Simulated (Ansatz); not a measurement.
This script drives the Ansatz DFT code, driven from Python.

The script, `napt_hull.py`:
```python
# -*- coding: utf-8 -*-
'''Convex hull of a few Na-Pt phases, after relaxing atoms and volume at fixed cell shape.'''

from collections import Counter
import warnings

import ansatz
from ase import Atoms
import numpy as np
import pandas as pd
from scipy.spatial import ConvexHull


def compute(name, crystal):
    calc = (
        crystal.calculation()
        .scf(tolerance=1e-05, max_iterations=150)
        .functional('r2scan')
        .eigensolver('davidson', mixed_precision=False)
        .basis(300, density_ratio=8)
        .kpoints(spacing=0.3)
        .occupations('fermi_dirac', width=0.05)
    )
    calc = calc.relax(force_tolerance=0.02, max_steps=60, fix_cell=['shape'])
    return calc.run(threads=1)


def counts(outcome):
    return Counter(site.symbol for site in outcome.lattice.sites)

def formation_energy(outcome, mu):
    n = counts(outcome)
    return (outcome.report['energy_sigma0_ev'] - sum(k * mu[element] for element, k in n.items())) / sum(n.values())


def main():
    warnings.simplefilter('ignore', ansatz.DeckWarning)

    phases = {}
    napt_p_6m2 = (
        ansatz.Lattice.from_parameters(2.85096912, 2.85096912, 4.889832, alpha=90, beta=90, gamma=120)
        .space_group(187)
        .atom('Na', (2 / 3, 1 / 3, 0.5))
        .atom('Pt', (1 / 3, 2 / 3, 0.0))
    )
    phases['NaPt P-6m2'] = napt_p_6m2
    napt2_fd_3m = (
        ansatz.Lattice.fcc(7.482)
        .space_group(227, origin_choice=1)
        .atom('Na', (0.25, 0.25, 0.25))
        .atom('Pt', (0.125, 0.625, 0.125))
        .primitive()
    )
    phases['NaPt2 Fd-3m'] = napt2_fd_3m
    na = (
        ansatz.Lattice.from_parameters(3.708321, 3.708321, 3.708321, alpha=109.47122, beta=109.47122, gamma=109.47122)
        .atom('Na', (0.0, 0.0, 0.0))
    )
    phases['Na'] = na
    atoms = Atoms(
        ['Pt'],
        scaled_positions=[
            (0.0, 0.0, 0.0),
        ],
        cell=[
            (0.0, 1.9609, 1.9609),
            (1.9609, 0.0, 1.9609),
            (1.9609, 1.9609, 0.0),
        ],
        pbc=True,
    )
    pt = ansatz.Crystal.from_ase(atoms)
    phases['Pt'] = pt

    done = {name: compute(name, crystal) for name, crystal in phases.items()}

    # chemical potentials of the elements at zero temperature
    references = {'Na': 'Na', 'Pt': 'Pt'}
    mu = {element: done[name].report['energy_sigma0_ev'] / len(done[name].lattice.sites) for element, name in references.items()}
    points = sorted((counts(o)['Pt'] / len(o.lattice.sites), formation_energy(o, mu), name) for name, o in done.items())

    xy = np.array([(x, e) for x, e, _ in points] + [(0.5, 10.0)])
    hull = sorted(tuple(xy[i]) for i in ConvexHull(xy).vertices if xy[i, 1] < 5)
    rows = [(name, x, e, e - np.interp(x, *zip(*hull))) for x, e, name in points]
    print(pd.DataFrame(rows, columns=['phase', 'x(Pt)', 'E_form (eV/atom)', 'above hull (eV/atom)']).round(4).to_string(index=False))
    print('on the hull of these phases:', ', '.join(row[0] for row in rows if row[3] < 1e-6))


if __name__ == '__main__':
    main()
```

It is started by `python napt_hull.py`. Estimate its wall time and peak memory on 1 thread of Arm Neoverse V2, with other jobs on the host.

It took about 83 s, with a peak of 0.9 GiB, for 4 runs of the engine.

Output of `python napt_hull.py`:
```text
      phase  x(Pt)  E_form (eV/atom)  above hull (eV/atom)
         Na 0.0000            0.0000                0.0000
 NaPt P-6m2 0.5000           -0.2383                0.0742
NaPt2 Fd-3m 0.6667           -0.4165                0.0000
         Pt 1.0000            0.0000                0.0000
on the hull of these phases: Na, NaPt2 Fd-3m, Pt
```

What to keep in mind:
- The settings weren't tested for convergence.
- The cutoff lies under the one recommended for these potentials.
- Spin is left out of this run.
- For the metals among these phases the mesh is modest: differences between phases can be off by up to 40 meV an atom.
- The program warned that this SCF threshold is loose for forces or stresses.
- Atoms and volume are relaxed with the cell's shape held, which in cells of lower than cubic symmetry can hide stresses and shift volumes.
- Spin-orbit coupling, which matters for elements this heavy, is left out.
- The cells come from databases of deposited and of computed structures, and not all need be stable phases.
- Differences under about 40 meV an atom lie within the error of mesh and functional, so such verdicts may flip; only the cells listed enter the hull.
- The script silences the warnings on its input, which a real study should read.

(A comment or docstring line of the script was reworded after the run, the code is as it ran; lines on the test bed's own set-up are left out of the output.)
